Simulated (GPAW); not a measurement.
Wanted: an ASE script for a GPAW 26.7.0 run.

- Task: relaxation of cell and atoms
- Functional: LDA
- Potentials or basis: the program's PAW data sets (release 1.2.1) made for this functional
- Cutoff: 600 eV
- Basis: pw
- k mesh: 8 × 8 × 8
- Occupations: fermi-dirac, width 0.05 eV
- Spin: no spin polarisation
- Maxiter: 150
- Optimizer: BFGS
- Fmax: 0.02 eV/Å
- Max steps: 60

The structure of NbSi lies in NbSi.xyz:

```xyz
2
Lattice="0.0000000000 2.5738300000 2.5738300000 2.5738300000 0.0000000000 2.5738300000 2.5738300000 2.5738300000 0.0000000000" Properties=species:S:1:pos:R:3 pbc="T T T"
Nb     0.0000000000      0.0000000000      0.0000000000
Si     2.5738300000      2.5738300000      2.5738300000
```

The cell was built by a generator and needn't be a form met in nature.

One way to write it, as run:

run.py

```python
from ase.filters import FrechetCellFilter
from ase.io import read, write
from ase.optimize import BFGS
from gpaw import GPAW, PW

atoms = read('NbSi.xyz')

calc = GPAW(mode=PW(600),
            xc='LDA',
            kpts={'size': (8, 8, 8), 'gamma': True},
            occupations={'name': 'fermi-dirac', 'width': 0.05},
            nbands=19,
            convergence={'density': 1e-05, 'energy': 1e-05},
            maxiter=150,
            txt='gpaw.txt')
atoms.calc = calc
opt = BFGS(FrechetCellFilter(atoms), trajectory='relax.traj', logfile='-')
done = opt.run(fmax=0.02, steps=60)
calc.write('gs.gpw')
write('result.traj', atoms)
print('Converged:', done)
print('Cell:', atoms.cell.cellpar().round(4))
print('Volume:', round(atoms.get_volume(), 4))
print(atoms.get_scaled_positions().round(5))
```

Potentials or basis: the program's PAW data sets (release 1.2.1) made for this functional, pw.

Command:

```bash
$ OMP_NUM_THREADS=1 python run.py
```

Results of the run:

```
Relaxed volume                         : 16.24 Å³/atom
Relaxed cell                           : a = 3.581 Å, b = 3.581 Å, c = 3.581 Å, α = 60.00°, β = 60.00°, γ = 60.00°
Space group after relaxing (to 0.05 Å) : Fm-3m (No. 225)
Energy gained by relaxing              : 19.9 meV/atom
Ionic steps                            : 4
Pressure after relaxing                : 0.0 GPa
Band gap on the k mesh                 : none (metal or under the smearing width)
```

Caveat: later steps reuse the first step's grids.

Wall time 52 s on 1 thread of Arm Neoverse V1, on a shared host, peak memory 0.18 GiB.
